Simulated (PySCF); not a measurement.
# C7H9NO: the cost of one run

Programs: PySCF 2.14.0, with routines of our own; each step states its level. All values are computed. Atoms count from 0.

## Step 1: The system as given

18 atoms, charge 0, multiplicity 1; geometry from: GFN2-xTB.

## Step 2: Magnetic properties: GIAO HF/pcSseg-1

Job settings and geometry (Å):

```
{"job": {"kind": "mag", "xc": "HF", "basis": "pcSseg-1", "isotopologues": 0}, "charge": 0, "multiplicity": 1}
C      2.918924    -0.145402     0.500691
C      2.341305    -0.525270    -0.634356
N      1.228878     0.040948    -1.206029
C      0.098149     0.191688    -0.679263
C     -0.402067    -0.302405     0.659506
C     -1.912590    -0.429152     0.491187
C     -2.287830     0.486759    -0.657006
O     -3.401837     0.833752    -0.938867
C     -1.025426     0.878486    -1.393964
H      2.491419     0.621602     1.123942
H      3.865534    -0.551580     0.807248
H      2.808549    -1.255949    -1.283845
H     -0.164775     0.449276     1.416234
H      0.089567    -1.231131     0.949776
H     -2.480555    -0.179474     1.386689
H     -2.193203    -1.443982     0.198186
H     -0.904213     1.964361    -1.362733
H     -1.078588     0.603790    -2.448092
```

Level: GIAO HF/pcSseg-1 magnetisability, rotational g tensor and spin-rotation constants, non-relativistic, gas phase.

Started as:

```console
> OMP_NUM_THREADS=1 python excited_run.py task.json out
```

The driver reads the jobs from task.json and runs them one after another.

**Question.** How long does this first job take on 1 thread of Arm Neoverse V1, shared host, and how much memory does it need?

About 19 s, with a peak of 0.8 GiB.
